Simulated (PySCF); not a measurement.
# Cl4In ([InCl4]-): the cost of one run

Computed with PySCF 2.14.0 and routines of our own; the level stands in each step. Atoms count from 0.

## (1) The system as given

5 atoms, charge -1, multiplicity 1; geometry from: GFN2-xTB.

## (2) Optimising the geometry at PBE0-D3(BJ)/def2-SVP

Job settings and geometry (Å):

```
{"job": {"xc": "PBE0", "basis": "def2-SVP", "d3": "d3bj", "grid": 1, "maxiter": 30, "shake": 0.03, "kind": "geom"}, "charge": -1, "multiplicity": 1}
In     0.061890    -0.076250     0.011110
Cl    -0.006370    -0.029970     2.350690
Cl     2.158630     0.003800    -0.820940
Cl    -1.020330     1.935630    -0.777430
Cl    -1.118970    -1.943700    -0.825540
```

Launch:

```console
OMP_NUM_THREADS=1 python heavy_run.py task.json out
```

One launch serves the whole session: the jobs run in the order shown.

Q: Estimate the wall time and peak memory of this first job on 1 thread of Arm Neoverse V1, shared host.

About 47 s, with a peak of 0.4 GiB.
